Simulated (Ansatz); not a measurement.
# Si: the cost of one run

Method: DFT r2SCAN, scalar-relativistic, plane waves, PAW, in Ansatz 0.2.0.

2 further runs of the same task are left out: 2 set aside as unsound or not needed. Runs told in other sessions of the task aren't counted.

## Step 1: The starting structure

The structure is hexagonal, space group P6/mmm (No. 191). Conventional cell: a = 2.629 Å, b = 2.629 Å, c = 2.494 Å, α = 90.00°, β = 90.00°, γ = 120.00°. Around Si (site symmetry 6/mmm) lie 8 Si at 2.49 to 2.63 Å.

Coordinates:

```cif
data_structure
_symmetry_space_group_name_H-M 'P6/mmm'
_symmetry_Int_Tables_number 191
_cell_length_a 2.6290
_cell_length_b 2.6290
_cell_length_c 2.4938
_cell_angle_alpha 90.000
_cell_angle_beta 90.000
_cell_angle_gamma 120.000
_cell_volume 14.93
loop_
_atom_site_label
_atom_site_type_symbol
_atom_site_symmetry_multiplicity
_atom_site_Wyckoff_symbol
_atom_site_fract_x
_atom_site_fract_y
_atom_site_fract_z
_atom_site_occupancy
Si1 Si 1 a 0.00000 0.00000 0.00000 1
```

It goes back to an entry of the Materials Project, which need not be the stable form.

It is built from the cell relaxed beforehand with the same method (14.93 Å³/atom).

## Step 2: The undisturbed cell

input.yaml

```yaml
crystal:
  lattice:
    - [0.0, 0.0, 4.987598145]
    - [2.6290009028, -4.5535631368, 0.0]
    - [2.6290009027, 4.5535631368, 0.0]
  atoms:
    - { symbol: Si, position: [0.0, 0.5, 0.0] }
    - { symbol: Si, position: [0.5, 0.5, 0.0] }
    - { symbol: Si, position: [0.0, 0.0, 0.0] }
    - { symbol: Si, position: [0.5, 0.0, 0.0] }
    - { symbol: Si, position: [0.0, 0.5, 0.5] }
    - { symbol: Si, position: [0.5, 0.5, 0.5] }
    - { symbol: Si, position: [0.0, 0.0, 0.5] }
    - { symbol: Si, position: [0.5, 0.0, 0.5] }
basis:
  ecutwfc: 500
kpoints:
  mp_grid: { grid: [12, 12, 12] }
hamiltonian:
  xc: r2scan
scf:
  occupations: { method: gaussian, width: 0.15 }
output:
  forces: true
  stress: true
  eigenvalues: true
```

Command:

```
ansatz run input.yaml --threads 2 --pin off --max-ram 5120MiB --backend cpu --events-out ev --progress --plain --runs-dir out
```

What time and memory should one allow on 2 threads of Intel Xeon Platinum 8488C (Sapphire Rapids), shared host?

About 18 s, with a peak of 0.9 GiB.
